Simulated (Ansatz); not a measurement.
# Fe (Im-3m): seeking the equilibrium cell

Aim: the volume at which the pressure of Fe (Im-3m) vanishes.

The COD entry's cell or inner coordinates are ideal or old and differ from later refinements, so a difference from it is no clean test against experiment.

Program: Ansatz 0.2.0. Level of theory: DFT r²SCAN and PBE (the runs whose input is shown use PBE), scalar-relativistic, plane waves, PAW. These are calculated values, not measurements.

## 1. Starting point

The structure is cubic, space group Im-3m (No. 229). Conventional cell: a = 2.886 Å, b = 2.886 Å, c = 2.886 Å, α = 90.00°, β = 90.00°, γ = 90.00°. Fe (site symmetry m-3m) has 8 Fe at 2.50 Å as nearest neighbours.

As a file:

```cif
data_structure
_symmetry_space_group_name_H-M 'Im-3m'
_symmetry_Int_Tables_number 229
_cell_length_a 2.8860
_cell_length_b 2.8860
_cell_length_c 2.8860
_cell_angle_alpha 90.000
_cell_angle_beta 90.000
_cell_angle_gamma 90.000
_cell_volume 24.04
loop_
_atom_site_label
_atom_site_type_symbol
_atom_site_symmetry_multiplicity
_atom_site_Wyckoff_symbol
_atom_site_fract_x
_atom_site_fract_y
_atom_site_fract_z
_atom_site_occupancy
Fe1 Fe 2 a 0.00000 0.00000 0.00000 1
```

The moments start at Fe 2.50 μB.

## 2. First run, at the start cell

Input file input.yaml:

```yaml
crystal:
  lattice:
    - [-1.443, 1.443, 1.443]
    - [1.443, -1.443, 1.443]
    - [1.443, 1.443, -1.443]
  atoms:
    - { symbol: Fe, position: [0.0, 0.0, 0.0], spin: 2.5 }
basis:
  ecutwfc: 420
  ecutrho_ratio: 4
kpoints:
  mp_grid: { grid: [10, 10, 10] }
hamiltonian:
  xc: pbe
scf:
  occupations: { method: gaussian, width: 0.05 }
output:
  forces: true
  stress: true
  eigenvalues: true
  populations: true
magnetization:
  spin_polarized: true
```

On the command line:

```
> ansatz run input.yaml --threads 1 --pin off --max-ram 2560MiB --backend cpu --events-out ev --progress --plain --runs-dir out
```

Further steps of the session: A new volume, run 2; Next volume, run 3; Another level, run 4; A new volume, run 5; Next volume, run 6; Volume adjusted, run 7.

**Question.** What will these runs give? Wanted: volume; pressure; conventional cell; gap on the mesh; moments in the spheres.

As calculated:

| quantity | value |
| --- | --- |
| volume | 11.798 Å³/atom |
| pressure | 0.00 GPa |
| conventional cell | a = 2.868 Å, b = 2.868 Å, c = 2.868 Å, α = 90.00°, β = 90.00°, γ = 90.00° |
| gap on the mesh | none (metal) |
| moments in the spheres | Fe 2.82 μB |

The volume went from 12.02 to 11.80 Å³/atom (-1.8 %), where 0.00 GPa is left. Only the order of the starting moments is followed; others weren't tried in this session.
